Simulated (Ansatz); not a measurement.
# C₃H₈AlN: small, medium and large basis sets

The task here is to estimate one member of a computed series from the others.

Method: one geometry, several basis sets; program: Ansatz 0.2.0, Gaussian basis.

Levels to be run: PBE0-D4/def2-SVP; ωB97M-V/def2-SVP; PBE0-D4/def2-QZVPP; ωB97M-V/def2-QZVPP; the functionals' def2-TZVPP values are taken from earlier runs.

## The geometry

The geometry comes from an earlier relaxation with PBE0-D4 in a triple-zeta def2 set; it is a stationary point, not always the lowest conformer.

13 atoms, charge 0, spin multiplicity 1.

Atoms are counted from 1 here; the program's logs count them from 0.

Bond lengths: C1–C2 1.535 Å, C1–H6 1.094 Å, C1–H7 1.094 Å, C1–H8 1.094 Å, C2–Al3 1.961 Å, C2–H9 1.095 Å, C2–H10 1.097 Å, Al3–C4 1.987 Å, Al3–H11 1.591 Å, C4–N5 1.278 Å, C4–H12 1.099 Å, N5–H13 1.024 Å. Angles: C2–C1–H6 111.9°, C2–C1–H7 111.9°, C2–C1–H8 112.0°, H6–C1–H7 106.8°, H6–C1–H8 107.0°, H7–C1–H8 106.9°, C1–C2–Al3 112.7°, C1–C2–H9 109.7°, C1–C2–H10 109.4°, Al3–C2–H9 109.4°, Al3–C2–H10 109.8°, H9–C2–H10 105.6°, C2–Al3–C4 115.3°, C2–Al3–H11 123.6°, C4–Al3–H11 121.1°, Al3–C4–N5 122.5°, Al3–C4–H12 123.6°, N5–C4–H12 113.9° and more.

As a file:

```xyz
13
charge 0, multiplicity 1
C    -1.12866    0.38000    1.32079
C     0.37581    0.14051    1.12980
Al    0.76253   -1.10286   -0.33654
C     0.56962   -0.34628   -2.16325
N     0.30111    0.88520   -2.37198
H    -1.32943    1.08497    2.13281
H    -1.66044   -0.54424    1.56573
H    -1.59668    0.78758    0.41991
H     0.80961   -0.24616    2.05818
H     0.87771    1.09871    0.94656
H     1.15056   -2.62989   -0.11545
H     0.68083   -0.93927   -3.08236
H     0.20793    1.39703   -1.48941
```

The first run:

Input file in.yaml:

```yaml
crystal:
  periodic: [false, false, false]
  atoms:
    - {symbol: C, position_ang: [-1.128657, 0.380002, 1.320795]}
    - {symbol: C, position_ang: [0.375813, 0.140507, 1.129799]}
    - {symbol: Al, position_ang: [0.762527, -1.102858, -0.336537]}
    - {symbol: C, position_ang: [0.569623, -0.346281, -2.163254]}
    - {symbol: N, position_ang: [0.301113, 0.885201, -2.371981]}
    - {symbol: H, position_ang: [-1.329435, 1.084973, 2.132812]}
    - {symbol: H, position_ang: [-1.660444, -0.544244, 1.565734]}
    - {symbol: H, position_ang: [-1.596684, 0.787582, 0.419915]}
    - {symbol: H, position_ang: [0.809615, -0.246156, 2.058185]}
    - {symbol: H, position_ang: [0.877710, 1.098707, 0.946557]}
    - {symbol: H, position_ang: [1.150562, -2.629893, -0.115452]}
    - {symbol: H, position_ang: [0.680830, -0.939268, -3.082363]}
    - {symbol: H, position_ang: [0.207927, 1.397028, -1.489412]}
basis:
  gaussian: {orbitals: def2-SVP}
hamiltonian: {xc: pbe0, dispersion: d4}
output: {orbitals: {seedname: orbitals}}
```

Run with:

```sh
$ ansatz run in.yaml --threads 4 --pin off --events-out ev --progress --plain --max-ram 10444MiB
```

Steps of the session up to this table: PBE0-D4 in def2-SVP; ωB97M-V in def2-SVP; PBE0-D4 in def2-QZVPP; ωB97M-V in def2-QZVPP.

One of the session's tables, all rows but one given; the rest of the session is left out.

It belongs to the step «Functionals by basis». 

```
functional       basis  HOMO (eV)  LUMO (eV)
   PBE0-D4    def2-SVP      -6.47      -1.83
   PBE0-D4  def2-TZVPP      -6.63      -1.92
   PBE0-D4  def2-QZVPP      -6.66      -1.95
   ωB97M-V    def2-SVP          ?          ?
   ωB97M-V  def2-TZVPP      -8.92      -0.15
   ωB97M-V  def2-QZVPP      -8.95      -0.28
```

Estimate the missing values for ωB97M-V, def2-SVP.

The run gave: HOMO (eV): -8.73; LUMO (eV): -0.01. In the column «HOMO (eV)» it lies between ωB97M-V, def2-TZVPP (-8.92) and PBE0-D4, def2-QZVPP (-6.66).
